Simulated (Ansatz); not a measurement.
# WC: the cost of one run

Computed with Ansatz 0.2.0 (DFT PBEsol, scalar-relativistic, plane waves, PAW, unless a step's input says otherwise).

**1. The starting structure**

The structure is hexagonal, space group P-6m2 (No. 187). Conventional cell: a = 2.901 Å, b = 2.901 Å, c = 2.829 Å, α = 90.00°, β = 90.00°, γ = 120.00°. W (site symmetry -6m2) is surrounded by 6 C at 2.19 Å. C (site symmetry -6m2) has 6 W at 2.19 Å as nearest neighbours.

As a file:

```cif
data_structure
_symmetry_space_group_name_H-M 'P-6m2'
_symmetry_Int_Tables_number 187
_cell_length_a 2.9005
_cell_length_b 2.9005
_cell_length_c 2.8290
_cell_angle_alpha 90.000
_cell_angle_beta 90.000
_cell_angle_gamma 120.000
_cell_volume 20.61
loop_
_atom_site_label
_atom_site_type_symbol
_atom_site_symmetry_multiplicity
_atom_site_Wyckoff_symbol
_atom_site_fract_x
_atom_site_fract_y
_atom_site_fract_z
_atom_site_occupancy
W1 W 1 a 0.00000 0.00000 0.00000 1
C1 C 1 f 0.66667 0.33333 0.50000 1
```

The structure comes from the Crystallography Open Database.

**2. Probe: one point at the start**

Input file input.yaml:

```yaml
crystal:
  lattice:
    - [2.900501436, 0.0, 0.0]
    - [-1.450250718, 2.5119079273, 0.0]
    - [0.0, 0.0, 2.829]
  atoms:
    - { symbol: W, position: [0.0, 0.0, 0.0] }
    - { symbol: C, position: [0.6666666667, 0.3333333333, 0.5] }
basis:
  ecutwfc: 420
kpoints:
  mp_grid: { grid: [6, 6, 6] }
hamiltonian:
  xc: pbesol
scf:
  occupations: { method: gaussian, width: 0.1 }
output:
  forces: true
  stress: true
  eigenvalues: true
```

Run with:

```
$ ansatz run input.yaml --threads 1 --pin off --max-ram 2560MiB --backend cpu --events-out ev --progress --plain --runs-dir out
```

**Question.** How long does this run take on 1 thread of Intel Xeon at 2.70GHz, shared host, and how much memory does it need?

About 1.5 s, with a peak of 0.29 GiB.
